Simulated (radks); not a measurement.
# Ionising neodymium step by step, Nd⁴⁰⁺ to Nd⁵⁹⁺

An exercise on one series of results from a longer session: the logs are not shown, and one member is left open.

Program: radks (a radial shooting solver on a logarithmic mesh, Libxc functionals) version 1. Level of theory: Dirac Kohn-Sham, PBE, spin-unpolarised, spherical densities, point nucleus; open shells are shared between the two j in proportion to 2j + 1. These are calculated values, not measurements, unless marked.

**The atom as given**

* element: neodymium (Z = 60)
* charges: 40 to 59
* first configuration: [Ar] 3d2
* last configuration: 1s1

Outer shells as boxes (Hund's rule):

Nd⁴⁰⁺
```
[Ar] core
3d [↑ ][↑ ][  ][  ][  ]
```

Nd⁵⁹⁺
```
1s [↑ ]
```

The first run:

Input:

```text
Z 60
configuration [Ar] 3d2
relativity Dirac
functional pbe,pbe
spin unpolarised
j_filling average
nucleus point
c 137.035999084
```

Steps of the session up to this table: Nd⁴⁰⁺, [Ar] 3d2.

One of the session's tables, all rows but one given; the rest of the session is left out.

It belongs to the step «Nd⁴⁰⁺, [Ar] 3d2». From the orbitals of this run (lengths in bohr):

| level | <r> | outermost maximum (interpolated) | 90 % within | nodes |
| --- | --- | --- | --- | --- |
| 2s1/2 | 0.09967 | 0.0854 | 0.155 | 1 |
| 2p1/2 | 0.08353 | 0.0649 | 0.137 | 0 |
| 2p3/2 | 0.08977 | 0.0702 | 0.145 | 0 |
| 3s1/2 | 0.2482 | 0.234 | 0.362 | 2 |
| 3p1/2 | 0.2359 | 0.220 | 0.351 | 1 |
| 3p3/2 | ? | ? | ? | ? |
| 3d3/2 | 0.2139 | 0.180 | 0.328 | 0 |
| 3d5/2 | 0.2170 | 0.182 | 0.332 | 0 |

Estimate the missing values for 3p3/2.

**Answer.** <r>: 0.2458; outermost maximum (interpolated): 0.230; 90 % within: 0.365; nodes: 1. In the column «<r>» it lies between 3p1/2 (0.2359) and 3s1/2 (0.2482).

Limits of these values: Spin polarisation and multiplet splitting are left out, so open shells lie too high by an amount that depends on their filling.
